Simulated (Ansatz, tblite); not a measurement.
# [In(NH3)6]3+ (InN₆H₁₈ (+3)): rung by rung

One table from this session's results is given with a row withheld; the runs are named, their logs left out.

The runs use Ansatz 0.2.0, Gaussian basis; as each input shows.

Plan: GFN1-xTB, GFN2-xTB, PBE-D4/def2-TZVP, r2SCAN-D4/def2-TZVP, r2SCANh-D4/def2-TZVP, B2PLYP/def2-TZVP, ωB97X-V/def2-TZVP, PBE-D4/def2-SVP, PBE0-D4/def2-SVP, MP2/def2-TZVP, RPA/def2-TZVP.

3 further runs of the same task are left out: 3 set aside as unsound or not needed.

### The relaxed structure

The singlet was relaxed beforehand with r2SCAN-D4/def2-SVP.

25 atoms, charge 3, spin multiplicity 1.

Bond lengths: In1–N2 2.338 Å, In1–N6 2.338 Å, In1–N10 2.338 Å, In1–N14 2.338 Å, In1–N18 2.337 Å, In1–N22 2.336 Å, N2–H3 1.029 Å, N2–H4 1.029 Å, N2–H5 1.029 Å, N6–H7 1.029 Å, N6–H8 1.029 Å, N6–H9 1.029 Å, N10–H11 1.029 Å, N10–H12 1.029 Å, N10–H13 1.029 Å, N14–H15 1.029 Å, N14–H16 1.029 Å, N14–H17 1.029 Å and more. Angles: N2–In1–N6 179.4°, N2–In1–N10 90.1°, N2–In1–N14 90.5°, N2–In1–N18 89.3°, N2–In1–N22 90.1°, N6–In1–N10 90.4°, N6–In1–N14 89.0°, N6–In1–N18 90.5°, N6–In1–N22 90.1°, N10–In1–N14 179.3°, N10–In1–N18 90.0°, N10–In1–N22 89.5°, N14–In1–N18 90.3°, N14–In1–N22 90.2°, N18–In1–N22 179.2°, In1–N2–H3 114.4°, In1–N2–H4 114.6°, In1–N2–H5 114.6° and more.

In takes a core potential in the def2 sets. No spin-orbit coupling is included. The ion is computed in the gas phase, without counter-ions or solvent.

PBE0-D4/def2-TZVP was run before; its log isn't repeated, and its numbers join the tables.

Set-up of the first run:

Tight binding, by tblite at 300 K electronic temperature and without a spin-polarisation term:

```python
tblite.interface.Calculator('GFN1-xTB', numbers, positions, charge=3, uhf=0).singlepoint()
```

Tight binding, by tblite at 300 K electronic temperature and without a spin-polarisation term:

```python
tblite.interface.Calculator('GFN2-xTB', numbers, positions, charge=3, uhf=0).singlepoint()
```

start.molden holds the orbitals of an earlier run on this state, given as this run's starting guess.

in.yaml reads:

```yaml
crystal:
  periodic: [false, false, false]
  atoms:
    - {symbol: In, position_ang: [0.000261, 0.000348, -0.000113]}
    - {symbol: N, position_ang: [-0.007908, 0.016325, 2.337954]}
    - {symbol: H, position_ang: [0.849680, 0.393506, 2.764439]}
    - {symbol: H, position_ang: [-0.114701, -0.910487, 2.772904]}
    - {symbol: H, position_ang: [-0.761029, 0.576795, 2.760088]}
    - {symbol: N, position_ang: [-0.013441, -0.005690, -2.337695]}
    - {symbol: H, position_ang: [-0.827105, -0.478232, -2.755252]}
    - {symbol: H, position_ang: [0.794686, -0.470009, -2.774482]}
    - {symbol: H, position_ang: [-0.022895, 0.929662, -2.767328]}
    - {symbol: N, position_ang: [2.338050, -0.017390, 0.002075]}
    - {symbol: H, position_ang: [2.772930, 0.915233, -0.023615]}
    - {symbol: H, position_ang: [2.764199, -0.511138, -0.794195]}
    - {symbol: H, position_ang: [2.760885, -0.466151, 0.826357]}
    - {symbol: N, position_ang: [-2.337304, 0.005662, -0.028473]}
    - {symbol: H, position_ang: [-2.752227, 0.605666, -0.754791]}
    - {symbol: H, position_ang: [-2.780259, 0.327537, 0.843084]}
    - {symbol: H, position_ang: [-2.762796, -0.916594, -0.195733]}
    - {symbol: N, position_ang: [0.017213, 2.337125, 0.014069]}
    - {symbol: H, position_ang: [0.337559, 2.751819, 0.900118]}
    - {symbol: H, position_ang: [-0.901429, 2.773189, -0.145664]}
    - {symbol: H, position_ang: [0.624547, 2.768612, -0.696290]}
    - {symbol: N, position_ang: [0.003536, -2.335985, 0.011691]}
    - {symbol: H, position_ang: [-0.167294, -2.768513, -0.906662]}
    - {symbol: H, position_ang: [-0.704653, -2.763820, 0.624188]}
    - {symbol: H, position_ang: [0.889484, -2.757482, 0.323346]}
basis:
  gaussian: {orbitals: def2-TZVP, initial_orbitals: start.molden}
total_charge: 3
hamiltonian: {xc: pbe, dispersion: d4}
scf: {omitted_lower_state_checks: [starts]}
output: {forces: true, orbitals: {seedname: orbitals}}
```

The run is started by

```bash
$ ansatz run in.yaml --threads 4 --pin off --events-out ev --progress --plain --max-ram 4787MiB
```

Steps of the session up to this table: PBE-D4/def2-TZVP; r2SCAN-D4/def2-TZVP; r2SCANh-D4/def2-TZVP; B2PLYP/def2-TZVP; ωB97X-V/def2-TZVP; PBE-D4/def2-SVP; PBE0-D4/def2-SVP; MP2/def2-TZVP; RPA/def2-TZVP.

One table of the session follows, with a row left open; its other results are not shown here.

| level | HOMO (eV) | LUMO (eV) | gap (eV) |
| --- | --- | --- | --- |
| PBE-D4/def2-SVP | ? | ? | ? |
| PBE-D4/def2-TZVP | -19.75 | -13.79 | 5.96 |
| r2SCAN-D4/def2-TZVP | -20.10 | -13.45 | 6.64 |
| r2SCANh-D4/def2-TZVP | -20.65 | -13.10 | 7.55 |
| PBE0-D4/def2-SVP | -21.25 | -12.68 | 8.56 |
| PBE0-D4/def2-TZVP | -21.24 | -12.79 | 8.44 |
| ωB97X-V/def2-TZVP | -23.66 | -10.61 | 13.05 |

Q: Estimate the row for PBE-D4/def2-SVP from the others.

**Answer.** HOMO (eV): -19.72; LUMO (eV): -13.69; gap (eV): 6.04. In the column «HOMO (eV)» it is the highest.
